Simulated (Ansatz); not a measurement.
# FNi: the cost of one run

Method: MP2 on unrestricted Hartree-Fock, scalar-relativistic (X2C), Gaussian basis aug-cc-pVTZ-DK, in Ansatz 0.2.0.

**1. The structure to begin with**

Bond lengths: Ni1–F2 1.720 Å.

As a file:

```xyz
2

Ni    0.0000    0.0000    0.0000
F     0.0000    0.0000    1.7200
```

**2. Relaxing the atoms: FNi**

input.yaml reads:

```yaml
relax:
  f_tol: 0.003
  max_steps: 200
crystal:
  periodic: [false, false, false]
  atoms:
    - { symbol: Ni, position_ang: [0.0, 0.0, 0.0] }
    - { symbol: F, position_ang: [0.0, 0.0, 1.72] }
magnetization:
  spin_polarized: true
  initial_magnetization: 1
basis:
  gaussian: { orbitals: aug-cc-pVTZ-DK.json }
hamiltonian:
  xc: hf
  pseudopotentials: { relativity: scalar }
correlation:
  method: mp2
  electrons: outside_noble_gas
```

Run with:

```
$ ansatz run input.yaml --threads 8 --pin off --max-ram 24576MiB --backend cpu --events-out ev --progress --plain --runs-dir out
```

**Question.** How long does this run take on 8 threads of Intel Xeon Platinum 8259CL at 2.50GHz (Skylake/Cascade Lake), shared host, and how much memory does it need?

About 36 s, with a peak of 0.75 GiB.
